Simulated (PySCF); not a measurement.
# n-phenylethylenediamine (C₈H₁₂N₂): NMR shifts in solvents

Aim: compute the NMR shifts of n-phenylethylenediamine (C₈H₁₂N₂) (`NCCNc1ccccc1`), and see what a dielectric continuum does where one was used.

The runs use PySCF 2.14.0, with density-fitted response routines of our own; the level of theory stands in each step. All values are computed, except where a source is named. Atoms are numbered from 0 throughout.

### Step 1. The molecule as given

22 atoms, charge 0, multiplicity 1; geometry from: GFN2-xTB. The atoms were then displaced at random by about 0.01 Å, so the start is not that level's minimum.

Bonds of the start (Å): N0–C1 1.44, C1–C2 1.54, C2–N3 1.42, N3–C4 1.41, C4–C5 1.41, C5–C6 1.36, C6–C7 1.38, C7–C8 1.36, C8–C9 1.38, C9–C4 1.38, N0–H10 1.02, N0–H11 1.00, C1–H12 1.09, C1–H13 1.10, C2–H14 1.10, C2–H15 1.09, N3–H16 1.00, C5–H17 1.08, C6–H18 1.08, C7–H19 1.12, C8–H20 1.11, C9–H21 1.11.

### Step 2. Geometry optimisation at PBE0-D3(BJ)/def2-SVP

What the job is given:

```
{"job": {"xc": "PBE0", "basis": "def2-SVP", "d3": "d3bj", "grid": 1, "shake": 0.01, "kind": "geom"}, "charge": 0, "multiplicity": 1}
N      3.293340     0.732180    -0.333930
C      2.899070    -0.653800    -0.392820
C      1.411570    -0.776870    -0.784910
N      0.672090    -0.063620     0.191900
C     -0.726280     0.071550     0.085420
C     -1.373910     1.024900     0.902370
C     -2.733400     1.139240     0.890630
C     -3.495770     0.337910     0.062030
C     -2.883880    -0.591560    -0.722860
C     -1.508780    -0.729780    -0.724890
H      3.208440     1.166490    -1.255660
H      4.230010     0.866580     0.000630
H      3.482520    -1.229060    -1.106920
H      3.028570    -1.063420     0.617060
H      1.146070    -1.843370    -0.780060
H      1.282820    -0.362610    -1.786890
H      1.135800     0.729060     0.596250
H     -0.784080     1.659380     1.553720
H     -3.222460     1.865830     1.528260
H     -4.611310     0.435180     0.060290
H     -3.484260    -1.231230    -1.401660
H     -1.031250    -1.478610    -1.385840
```

Run with:

```
OMP_NUM_THREADS=1 python probes_run.py task.json out
```

This one command runs all jobs of the session in turn.

The log of the run:

```text
step   0  E = -420.79108861  max force = 0.045875
step   1  E = -420.79706678  max force = 0.009713
step   2  E = -420.79808889  max force = 0.003311
step   3  E = -420.79811388  max force = 0.003925
step   4  E = -420.79824114  max force = 0.001405
step   5  E = -420.79829485  max force = 0.001612
step   6  E = -420.79837355  max force = 0.001530
step   7  E = -420.79845845  max force = 0.000923
step   8  E = -420.79851035  max force = 0.000339
step   9  E = -420.79851166  max force = 0.000310
optimisation converged
```

Wall time 2.3 min (1 thread of Intel Xeon 6975P-C, shared host); peak memory 0.92 GiB.

Relaxation path:

| step | energy from step 0 (eV) | largest force component (eV/Å) |
| --- | --- | --- |
| 0 | 0.0000 | 2.3590 |
| 1 | -0.1627 | 0.4995 |
| 2 | -0.1905 | 0.1703 |
| 3 | -0.1912 | 0.2018 |
| 4 | -0.1946 | 0.0722 |
| 5 | -0.1961 | 0.0829 |
| 6 | -0.1982 | 0.0787 |
| 7 | -0.2005 | 0.0475 |
| 8 | -0.2020 | 0.0174 |
| 9 | -0.2020 | 0.0159 |

Distances of close pairs at the start and the end, largest changes first:

| bond | before (Å) | after (Å) | change (Å) |
| --- | --- | --- | --- |
| N3–C4 | 1.409 | 1.374 | -0.035 |
| C7–C8 | 1.362 | 1.392 | +0.031 |
| C7–H19 | 1.120 | 1.092 | -0.028 |
| C4–C9 | 1.382 | 1.408 | +0.025 |
| C5–C6 | 1.364 | 1.388 | +0.023 |
| C1–C2 | 1.543 | 1.521 | -0.022 |
| C2–H15 | 1.092 | 1.114 | +0.022 |
| C1–H12 | 1.087 | 1.109 | +0.022 |

The final coordinates are the input of the step that follows.

| at the end point | value |
| --- | --- |
| point group (found at 0.08 Å tolerance) | C1 |
| rotational constants (GHz, main isotopes) | 3.873, 0.644, 0.568 |
| dipole moment (D) | 3.72 |

### Step 3. Nuclear shieldings: PBE0/pcSseg-1 in chloroform

What the job is given:

```
{"job": {"kind": "nmr", "xc": "PBE0", "basis": "pcSseg-1", "solvent": "chloroform", "pop": true}, "charge": 0, "multiplicity": 1}
N      3.164464     1.007018    -0.620259
C      2.902742    -0.415687    -0.734898
C      1.414159    -0.660090    -0.932259
N      0.688633     0.019079     0.098200
C     -0.683187     0.032486     0.167857
C     -1.331666     0.934871     1.036549
C     -2.714834     0.948727     1.146077
C     -3.503015     0.068798     0.399692
C     -2.870739    -0.823240    -0.462404
C     -1.482885    -0.846053    -0.587229
H      3.064679     1.469242    -1.522599
H      4.112276     1.184954    -0.299298
H      3.456692    -0.925761    -1.548469
H      3.209690    -0.893246     0.209923
H      1.223338    -1.746861    -0.898641
H      1.111241    -0.325146    -1.950147
H      1.172583     0.857917     0.408106
H     -0.726128     1.625259     1.630505
H     -3.187947     1.660552     1.827802
H     -4.590967     0.081774     0.490257
H     -3.466471    -1.518982    -1.059482
H     -1.018585    -1.553409    -1.276009
```

With the program's defaults for keys left out, this is: GIAO PBE0/pcSseg-1 NMR shielding, non-relativistic, IEF-PCM chloroform.

The log of the run:

```text
coarse grid: 18256 points
cycle   1  E = -420.9226720666  dE =  1.513e+00  |g| = 4.624e-01  |ddm| = 4.389e+00
cycle   2  E = -420.9190374581  dE =  3.635e-03  |g| = 5.033e-01  |ddm| = 9.832e-01
cycle   3  E = -420.9784711930  dE = -5.943e-02  |g| = 6.595e-02  |ddm| = 4.629e-01
cycle   4  E = -420.9791522843  dE = -6.811e-04  |g| = 3.742e-02  |ddm| = 9.231e-02
cycle   5  E = -420.9794993140  dE = -3.470e-04  |g| = 8.655e-03  |ddm| = 4.332e-02
cycle   6  E = -420.9795161485  dE = -1.683e-05  |g| = 3.244e-03  |ddm| = 1.011e-02
cycle   7  E = -420.9795185379  dE = -2.389e-06  |g| = 2.180e-04  |ddm| = 2.701e-03
final grid: 176112 points
cycle   8  E = -421.0332899065  dE = -5.280e-05  |g| = 8.978e-03  |ddm| = 5.675e-02
cycle   9  E = -421.0332871688  dE =  2.738e-06  |g| = 9.875e-03  |ddm| = 1.795e-02
cycle  10  E = -421.0333104957  dE = -2.333e-05  |g| = 7.964e-04  |ddm| = 8.806e-03
cycle  11  E = -421.0333106276  dE = -1.319e-07  |g| = 2.612e-04  |ddm| = 8.849e-04
cycle  12  E = -421.0333106418  dE = -1.417e-08  |g| = 5.555e-05  |ddm| = 2.300e-04
cycle  13  E = -421.0333106423  dE = -4.958e-10  |g| = 2.949e-05  |ddm| = 6.430e-05
converged SCF energy = -421.0333106423

GIAO shielding tensors (ppm)
atom      isotropic    diamagn.    paramagn.     s11        s22        s33       span
  0 N      237.303     315.433     -78.130    195.381    247.685    268.843     73.462
  1 C      141.810     243.521    -101.711    124.854    143.471    157.104     32.250
  2 C      140.714     245.315    -104.601    128.650    138.583    154.909     26.259
  3 N      175.934     329.786    -153.852    128.221    174.612    224.968     96.747
  4 C       31.258     251.830    -220.572    -52.073     -3.898    149.746    201.819
  5 C       66.210     253.253    -187.043    -22.963     61.068    160.525    183.488
  6 C       49.720     252.958    -203.238    -62.090     37.624    173.628    235.718
  7 C       64.676     254.738    -190.062    -38.958     57.523    175.463    214.420
  8 C       49.102     252.390    -203.287    -63.741     36.937    174.111    237.852
  9 C       72.023     253.911    -181.888    -18.829     60.935    173.962    192.790
 10 H       31.085      29.938       1.147     24.376     28.303     40.576     16.200
 11 H       30.243      27.636       2.606     22.920     26.290     41.518     18.599
 12 H       27.951      27.060       0.891     22.058     27.094     34.700     12.642
 13 H       28.427      29.287      -0.861     24.119     27.294     33.867      9.748
 14 H       28.269      31.470      -3.201     23.461     27.799     33.548     10.087
 15 H       28.586      31.621      -3.035     24.367     27.351     34.039      9.672
 16 H       26.195      35.821      -9.627     14.803     29.386     34.395     19.593
 17 H       24.458      32.725      -8.268     20.094     24.204     29.075      8.981
 18 H       23.936      29.091      -5.154     20.607     24.567     26.634      6.027
 19 H       24.495      28.441      -3.946     21.323     25.815     26.346      5.023
 20 H       23.868      29.154      -5.286     20.542     24.267     26.795      6.254
 21 H       24.686      33.433      -8.747     19.981     24.004     30.074     10.093
```

Wall time 36 s (1 thread of Intel Xeon 6975P-C, shared host); peak memory 1.3 GiB.

Shifts follow as δ = σ(reference) − σ, with reference shieldings (ppm) from runs at the same level and on the same kind of geometry: ¹H TMS 31.25, ¹³C TMS 185.2, ¹⁵N NH3 267.8. The references are single molecules in the same continuum, so shifts against H2O, NH3, PH3, H3PO4 or CFCl3 are not on the usual liquid scales and can be off by tens of ppm. Atoms listed in one row are averaged.

| atoms | environment | σ (ppm) | δ (ppm) |
| --- | --- | --- | --- |
| C4 | aromatic carbon bearing nitrogen | 31.3 | 153.9 |
| C6, C8 | aromatic CH | 49.4 | 135.8 |
| C7 | aromatic CH | 64.7 | 120.5 |
| C5, C9 | aromatic CH | 69.1 | 116.0 |
| C2 | sp3 CH2 bonded to N | 140.7 | 44.5 |
| C1 | sp3 CH2 bonded to N | 141.8 | 43.4 |
| H18, H20 | hydrogen on an aromatic CH | 23.90 | 7.34 |
| H19 | hydrogen on an aromatic CH | 24.49 | 6.75 |
| H17, H21 | hydrogen on an aromatic CH | 24.57 | 6.68 |
| H16 | hydrogen on an aniline-type nitrogen | 26.19 | 5.05 |
| H12, H13 | hydrogen on an sp3 CH2 bonded to N | 28.19 | 3.06 |
| H14, H15 | hydrogen on an sp3 CH2 bonded to N | 28.43 | 2.82 |
| H10, H11 | hydrogen on an amine nitrogen | 30.66 | 0.58 |
| N3 | aniline-type nitrogen | 175.9 | 91.9 |
| N0 | amine nitrogen | 237.3 | 30.5 |

Charges from the same density, by scheme (e):

| atoms | Mulliken | IAO | Hirshfeld | ESP fit |
| --- | --- | --- | --- | --- |
| N0 | -0.49 | -0.59 | -0.22 | -0.95 |
| C1 | -0.07 | -0.14 | -0.02 | 0.30 |
| C2 | -0.04 | -0.15 | -0.02 | 0.04 |
| N3 | -0.55 | -0.35 | -0.13 | -0.61 |
| C4 | 0.16 | 0.11 | 0.04 | 0.53 |
| C5, C9 | -0.14 | -0.22 | -0.09 | -0.43 |
| C6, C8 | -0.10 | -0.15 | -0.06 | -0.07 |
| C7 | -0.12 | -0.21 | -0.09 | -0.31 |

Mayer bond orders: N0–C1 1.02, C1–C2 1.04, C2–N3 0.96, N3–C4 1.10, C4–C5 1.33, C5–C6 1.49, C6–C7 1.39, C7–C8 1.43, C8–C9 1.45, C9–C4 1.33.

Ring of atoms C4, C5, C6, C7, C8, C9: NICS(0) -8.0, NICS(1) -10.2, NICS(1)zz -24.7 ppm (means of both faces).

### Step 4. NMR shieldings: PBE0/pcSseg-1 in water

Same as in step 3 but for these lines:

```diff
@@ -1,2 +1,2 @@
-{"job": {"kind": "nmr", "xc": "PBE0", "basis": "pcSseg-1", "solvent": "chloroform", "pop": true}, "charge": 0, "multiplicity": 1}
+{"job": {"kind": "nmr", "xc": "PBE0", "basis": "pcSseg-1", "solvent": "water", "pop": false}, "charge": 0, "multiplicity": 1}
 N      3.164464     1.007018    -0.620259
```

Level: GIAO PBE0/pcSseg-1 NMR shielding, non-relativistic, IEF-PCM water.

The log of the run:

```text
coarse grid: 18256 points
cycle   1  E = -420.9280708903  dE =  1.507e+00  |g| = 4.565e-01  |ddm| = 4.388e+00
cycle   2  E = -420.9260470007  dE =  2.024e-03  |g| = 4.913e-01  |ddm| = 9.428e-01
cycle   3  E = -420.9824102489  dE = -5.636e-02  |g| = 6.496e-02  |ddm| = 4.430e-01
cycle   4  E = -420.9831059069  dE = -6.957e-04  |g| = 3.455e-02  |ddm| = 8.648e-02
cycle   5  E = -420.9833973202  dE = -2.914e-04  |g| = 7.981e-03  |ddm| = 3.899e-02
cycle   6  E = -420.9834113417  dE = -1.402e-05  |g| = 3.106e-03  |ddm| = 9.118e-03
cycle   7  E = -420.9834135520  dE = -2.210e-06  |g| = 2.172e-04  |ddm| = 2.621e-03
final grid: 176112 points
cycle   8  E = -421.0371520366  dE = -5.335e-05  |g| = 8.887e-03  |ddm| = 5.723e-02
cycle   9  E = -421.0371499741  dE =  2.062e-06  |g| = 9.656e-03  |ddm| = 1.732e-02
cycle  10  E = -421.0371722003  dE = -2.223e-05  |g| = 8.123e-04  |ddm| = 8.438e-03
cycle  11  E = -421.0371723395  dE = -1.392e-07  |g| = 2.518e-04  |ddm| = 8.870e-04
cycle  12  E = -421.0371723528  dE = -1.330e-08  |g| = 5.752e-05  |ddm| = 2.278e-04
cycle  13  E = -421.0371723534  dE = -5.830e-10  |g| = 2.980e-05  |ddm| = 6.783e-05
converged SCF energy = -421.0371723534

GIAO shielding tensors (ppm)
atom      isotropic    diamagn.    paramagn.     s11        s22        s33       span
  0 N      238.474     315.968     -77.493    196.103    249.231    270.089     73.986
  1 C      141.911     243.521    -101.610    125.124    143.386    157.222     32.099
  2 C      140.820     245.418    -104.597    128.917    138.723    154.822     25.905
  3 N      175.313     329.957    -154.644    127.196    175.198    223.547     96.351
  4 C       31.027     251.828    -220.801    -51.808     -4.768    149.658    201.467
  5 C       66.194     252.975    -186.781    -22.830     60.198    161.215    184.045
  6 C       49.609     253.040    -203.431    -62.191     36.861    174.155    236.346
  7 C       64.924     254.852    -189.928    -38.595     57.365    176.000    214.595
  8 C       48.904     252.433    -203.529    -63.939     35.991    174.661    238.600
  9 C       71.869     253.752    -181.883    -18.725     59.789    174.543    193.269
 10 H       30.944      29.847       1.097     24.206     28.047     40.580     16.374
 11 H       30.124      27.507       2.617     22.771     26.056     41.543     18.772
 12 H       27.890      26.963       0.928     22.010     26.995     34.665     12.655
 13 H       28.453      29.293      -0.839     24.119     27.323     33.917      9.798
 14 H       28.240      31.424      -3.184     23.400     27.785     33.535     10.135
 15 H       28.560      31.567      -3.007     24.286     27.355     34.038      9.751
 16 H       26.116      35.792      -9.676     14.741     29.267     34.340     19.599
 17 H       24.365      32.624      -8.259     19.968     24.172     28.955      8.987
 18 H       23.861      29.103      -5.243     20.516     24.527     26.538      6.022
 19 H       24.439      28.527      -4.088     21.255     25.804     26.258      5.003
 20 H       23.787      29.157      -5.370     20.447     24.224     26.690      6.242
 21 H       24.579      33.303      -8.724     19.841     23.963     29.934     10.093
```

It took 36 s on 1 thread of Intel Xeon 6975P-C, shared host; peak memory 1.1 GiB.

This run: δ C4 154.5, C6 136.2, C7 120.6, C5 116.5, H18 7.42, H19 6.80 ppm (means over like atoms).

### Step 5. Run by run: NMR shifts

Shifts (ppm) of some atoms, chosen among heavy atoms and hydrogens apart, means over like atoms, with basis size and wall time:

| run | C4 | C6 | C5 | H17 | H10 | N3 | N0 | functions | time |
| --- | --- | --- | --- | --- | --- | --- | --- | --- | --- |
| PBE0/pcSseg-1 in chloroform | 153.9 | 135.8 | 116.0 | 6.68 | 0.58 | 91.9 | 30.5 | 230 | 36 s |
| PBE0/pcSseg-1 in water | 154.5 | 136.2 | 116.5 | 6.77 | 0.71 | 93.3 | 30.1 | 230 | 36 s |

The continuum's effect on the ground state:

| solvent | ε | polarisation energy (Eh) | μ (D) |
| --- | --- | --- | --- |
| chloroform | 4.71 | -0.0093 | 4.36 |
| water | 78.36 | -0.0140 | 4.60 |

### Step 6. Results

| quantity | value |
| --- | --- |
| point group | C1 |
| rotational constants (main isotopes) | 3.87, 0.64, 0.57 GHz |
| ¹³C shifts against TMS (PBE0/pcSseg-1, chloroform, means over atoms taken as alike) | 153.9, 135.8, 120.5, 116.0, 44.5, 43.4 ppm |
| ¹H shifts against TMS (PBE0/pcSseg-1, chloroform, means over atoms taken as alike) | 7.34, 6.75, 6.68, 5.05, 3.06, 2.82, 0.58 ppm |
| ¹⁵N shifts against NH3 (PBE0/pcSseg-1, chloroform) | 91.9, 30.5 ppm |
| range of the shift of N3 | 91.9 to 93.3 ppm |

**Reading.** Relaxing lowered the energy by 0.202 eV in 9 steps; the close pair that moved most is N3–C4, from 1.409 to 1.374 Å. No frequency check was run at this level, so the end point may be a saddle. At PBE0/pcSseg-1: The largest span, 237 ppm, is at C6, C8, where the paramagnetic term is -203 ppm. NICS(1)zz of -25 ppm above the planar ring from C4 marks a diatropic (aromatic) ring current. In ppm, N3 moves most: its shift spreads over 1.4 ppm, from 91.9 (PBE0/pcSseg-1 in chloroform) to 93.3 (PBE0/pcSseg-1 in water). Part of that comes from the computed reference. The continuum holds electrostatics alone: no hydrogen bonds to the solvent, and the gas-phase geometry is kept.
